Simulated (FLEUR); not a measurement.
SnSe2: equation of state with LDA (von Barth-Hedin)

Crystal: SnSe2.

```
Sn Se
1.0
     3.81100    0.00000    0.00000
    -1.90550    3.30042    0.00000
     0.00000    0.00000    6.13600
Sn Se
1 2
Direct
  0.00000 0.00000 0.00000
  0.66667 0.33333 0.75100
  0.33333 0.66667 0.24900
```

| Quantity | Value |
| --- | --- |
| Program | FLEUR MaX-R8.1 (later development tree) |
| Task | equation of state |
| Functional | LDA (von Barth-Hedin) |
| Potentials or basis | all-electron |
| Basis | FLAPW |
| Kmax | 4.43 1/bohr |
| k mesh | 8 × 8 × 5 |
| Occupations | fermi-dirac, width 0.05 eV |
| Spin | no spin polarisation |

| Item | Value |
| --- | --- |
| Equilibrium volume | 25.83 Å³/atom |
| Bulk modulus at fixed shape and positions | 71 GPa |
| Pressure derivative of the bulk modulus | 4.8 (rough: it moves with the points fitted) |

Energy against volume, from the lowest point:
```tsv
volume (Å³/atom)	energy (meV/atom)
24.182	26.31
24.697	11.88
25.726	0.00
26.755	6.74
27.270	15.88
```

Caveat: the cell was scaled at fixed shape and fractional positions, which overstates the stiffness of a crystal with free parameters, most of all of layers and chains.
